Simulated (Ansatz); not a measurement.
# Sr2CuO3: the cost of one run

Program: Ansatz 0.2.0. Level of theory: DFT PBEsol+U (U = 3 eV, J = 0.7 eV on Cu d), plane waves, PAW. These are calculated values, not measurements.

**1. The structure to begin with**

Symmetry: Immm, No. 71, orthorhombic system. The conventional cell has a = 3.485 Å, b = 3.912 Å, c = 12.688 Å, α = 90.00°, β = 90.00°, γ = 90.00°. Sr (site symmetry mm2) has 7 O at 2.52 to 2.62 Å as nearest neighbours. Cu (site symmetry mmm) is surrounded by 4 O at 1.95 to 1.96 Å. O (site symmetry mm2) is surrounded by 1 Cu at 1.95 Å and 5 Sr at 2.52 to 2.62 Å. O (site symmetry mmm) has 2 Cu at 1.96 Å and 4 Sr at 2.56 Å as nearest neighbours.

As a file:

```cif
data_structure
_symmetry_space_group_name_H-M 'P 1'
_symmetry_Int_Tables_number 1
_cell_length_a 6.8636
_cell_length_b 6.8636
_cell_length_c 6.8636
_cell_angle_alpha 150.586
_cell_angle_beta 146.884
_cell_angle_gamma 44.874
_cell_volume 86.49
loop_
_atom_site_label
_atom_site_type_symbol
_atom_site_fract_x
_atom_site_fract_y
_atom_site_fract_z
_atom_site_occupancy
Sr1 Sr 0.14760 0.64760 0.50000 1
Sr2 Sr 0.85240 0.35240 0.50000 1
Cu1 Cu 0.50000 0.00000 0.50000 1
O1 O 0.34600 0.84600 0.50000 1
O2 O 0.65400 0.15400 0.50000 1
O3 O 0.00000 0.00000 0.00000 1
```

An earlier series on this cell reached its lowest free state from «ferromagnetic start, free, symmetry kept, no search», perhaps among other starts.

**2. Total moment locked, 0.50 μB per cell**

The input, input.yaml:

```yaml
crystal:
  lattice:
    - [-1.74250012, 1.95600014, 6.34400044]
    - [1.74250012, -1.95600014, 6.34400044]
    - [1.74250012, 1.95600014, -6.34400044]
  atoms:
    - { symbol: Sr, position: [0.1476, 0.6476, 0.5] }
    - { symbol: Sr, position: [0.8524, 0.3524, 0.5] }
    - { symbol: Cu, position: [0.5, 0.0, 0.5], spin: 0.5 }
    - { symbol: O, position: [0.346, 0.846, 0.5] }
    - { symbol: O, position: [0.654, 0.154, 0.5] }
    - { symbol: O, position: [0.0, 0.0, 0.0] }
basis:
  ecutwfc: 420
  ecutrho_ratio: 4
kpoints:
  mp_grid: { grid: [7, 7, 7] }
hamiltonian:
  xc: pbesol
  hubbard: { sites: [{ site: 2, l: d, u: 3.0, j: 0.7 }] }
scf:
  occupations: { method: gaussian, width: 0.05 }
  lower_state_search: "off"
  max_iter: 150
output:
  forces: true
  stress: true
  eigenvalues: true
  populations: true
  hubbard: { sites: [{ site: 2, l: d }] }
magnetization:
  spin_polarized: true
  initial_magnetization: 0.5
  spin_locking: { lock_magnetization: hard }
```

The lock stays on to the end, so the result is a constrained state.

Started as:

```sh
> ansatz run input.yaml --threads 4 --pin off --max-ram 6144MiB --backend cpu --events-out ev --progress --plain --runs-dir out
```

Q: Estimate wall time and peak memory on 4 threads of AMD EPYC 9R45 (Zen 5), shared host.

About 3.4 s, with a peak of 0.76 GiB.
